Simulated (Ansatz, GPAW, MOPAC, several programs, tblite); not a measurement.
## What each method gives for MgFBr (Janus 1T monolayer)

A free-standing Janus 1T monolayer of MgFBr, relaxed with r2SCAN in Ansatz, was computed with several methods. In-plane lattice: a = 3.484 Å, b = 3.484 Å, γ = 120.0°; thickness between the outer nuclei 2.44 Å. Around Mg lie 3 F at 2.17 Å and 3 Br at 2.58 Å; around F lie 3 Mg at 2.17 Å; around Br lie 3 Mg at 2.58 Å. Spin-unpolarised throughout. Whether this structure exists isn't addressed.

```
CELL_PARAMETERS angstrom
3.48361 0.00000 0.00000
-1.74180 3.01689 0.00000
0.00000 0.00000 28.98756
ATOMIC_POSITIONS crystal
Mg 0.00000 0.00000 0.31970
F 0.33333 0.66667 0.34799
Br 0.66667 0.33333 0.26375
```
The sheet repeats along a and b alone.

Gaps and times are for a single point on this cell. Times are rough, from shared hosts (Arm Neoverse V2), and each method has its own mesh and cell size. PM6 (MOPAC), PM7 (MOPAC), GFN1-xTB (tblite), GFN2-xTB (tblite) treat a cluster of cells at its zone centre, which samples few k points: where these miss a band edge, the gap comes out too large for that reason alone. Gaps from k meshes are read at a limited set of points (mesh, symmetry points, PBE's band edges), so each method's own least gap may be somewhat smaller. xTB and the PM methods were fitted mostly to molecules, and can miss a solid's gap by electronvolts. Minimal bases can be far off for gaps. GLLB-SC's gap includes the derivative discontinuity. d marks a direct gap, i an indirect one (no mark: not told apart), a dash a value that wasn't computed or didn't pass its checks.

```tsv
method	kind	gap (eV)	atoms computed	processor time
PM7 (MOPAC)	semi-empirical	6.21	27	0.37 s
PM6 (MOPAC)	semi-empirical	5.56	27	0.4 s
GFN1-xTB (tblite)	tight binding	2.03	27	0.76 s
GFN2-xTB (tblite)	tight binding	4.30	27	1.1 s
light PBE (260 eV and a coarse mesh)	light plane-wave	2.88 d	3	3 s
PBE/single zeta (GPAW)	small basis	2.87 d	3	6.6 s
PBE	semilocal	2.91 d	3	12 s
r2SCAN	semilocal	3.53 d	3	36 s
GLLB-SC (GPAW)	model potential	6.55	3	110 s
```

Against r2SCAN (3.53 eV) and with closed or daggered gaps left aside, the nearest gap at the points sampled is that of PBE (-0.62 eV) and the farthest that of GLLB-SC (GPAW) (+3.02 eV). r2SCAN is only a yardstick of convenience: semilocal gaps usually lie below measured ones, which GLLB-SC and hybrids aim to mend.

Spin-orbit coupling is left out.
